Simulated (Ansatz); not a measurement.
# Co: the cost of one run

Computed with Ansatz 0.2.0 (DFT LDA, scalar-relativistic, plane waves, PAW, unless a step's input says otherwise).

### Step 1. The starting structure

It takes space group P-3m1 (No. 164, trigonal). Conventional cell: a = 2.368 Å, b = 2.368 Å, c = 3.820 Å, α = 90.00°, β = 90.00°, γ = 120.00°. Co (site symmetry 3m) has 12 Co at 2.21 to 2.49 Å in its first shell of neighbours.

Coordinates:

```
CELL_PARAMETERS angstrom
2.36804 0.00000 0.00000
-1.18402 2.05078 0.00000
0.00000 0.00000 3.81981
ATOMIC_POSITIONS crystal
Co 0.66667 0.33333 0.22703
Co 0.33333 0.66667 0.77297
```

### Step 2. Mode 6 frozen in at -0.090 A, equal normal strain along x, y and z -0.0250

File input.yaml:

```yaml
crystal:
  lattice:
    - [2.3680406896, 0.0, 0.0]
    - [-1.1840203448, 2.0507833944, 0.0]
    - [0.0, 0.0, 3.8198077364]
  atoms:
    - { symbol: Co, position: [0.6666666667, 0.3333333333, 0.2270276396], spin: 1.72 }
    - { symbol: Co, position: [0.3333333333, 0.6666666667, 0.7729723604], spin: 1.72 }
basis:
  ecutwfc: 520.0
kpoints:
  mp_grid: { grid: [21, 21, 12] }
hamiltonian:
  xc: lda
  pseudopotentials: { kind: paw, azcp: { folder: soft_1 } }
scf:
  occupations: { method: gaussian, width: 0.15 }
output:
  forces: true
  stress: true
  eigenvalues: true
  populations: true
magnetization:
  spin_polarized: true
```

On the command line:

```console
$ ansatz run input.yaml --threads 2 --pin off --max-ram 4096MiB --backend cpu --events-out ev --progress --plain --runs-dir out
```

**Question.** How long does this run take on 2 threads of Arm Neoverse N1, shared host, and how much memory does it need?

About 54 s, with a peak of 0.68 GiB.
